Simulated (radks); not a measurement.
# O in [He] 2s1 2p4 3s1: an all-electron calculation

The task here is to estimate one member of a computed series from the others.

The numbers are computed with radks (a radial shooting solver on a logarithmic mesh, Libxc functionals) version 1 (scalar-relativistic Kohn-Sham, B86b exchange with PBE correlation, spin-polarised, spherical densities, finite nucleus; open shells are filled with parallel spins first), except any that are marked as measured or tabulated.

**What is computed**

```
element            : oxygen (Z = 8)
charge             : 0
electrons          : 8
configuration      : [He] 2s1 2p4 3s1
nuclear rms radius : 2.6991 fm
```

Outer shells as boxes (Hund's rule):

O
```
[He] core
2s [↑ ]
2p [↑↓][↑ ][↑ ]
3s [↑ ]
```

Set-up of the first run:

The run's settings:

```text
Z 8
configuration [He] 2s1 2p4 3s1 3p0 4s0
relativity scalar-relativistic
functional b86_mgc,pbe
spin polarised
nucleus finite rms 2.6991 fm
c 137.035999084
```

Command:

```sh
$ python run_ks.py task.json out
```

The same process makes all the runs of this session.

One table of the session follows, with a row left open; its other results are not shown here.

It belongs to the step «Shells». From the orbitals of this run (lengths in bohr):

| level | <r> | outermost maximum (interpolated) | 90 % within | nodes |
| --- | --- | --- | --- | --- |
| 1s up | 0.1995 | 0.129 | 0.358 | 0 |
| 1s down | 0.1992 | 0.129 | 0.357 | 0 |
| 2s up | 1.074 | 0.850 | 1.70 | 1 |
| 2s down | 1.118 | 0.865 | 1.79 | 1 |
| 2p up | 1.095 | 0.778 | 1.85 | 0 |
| 2p down | ? | ? | ? | ? |
| 3s up | 4.645 | 3.91 | 7.07 | 2 |
| 3p up | 6.241 | 4.96 | 9.72 | 1 |

**Question.** Estimate the row for 2p down.

**Answer.** <r>: 1.186; outermost maximum (interpolated): 0.798; 90 % within: 2.05; nodes: 0. In the column «<r>» it lies between 2s down (1.118) and 3s up (4.645).
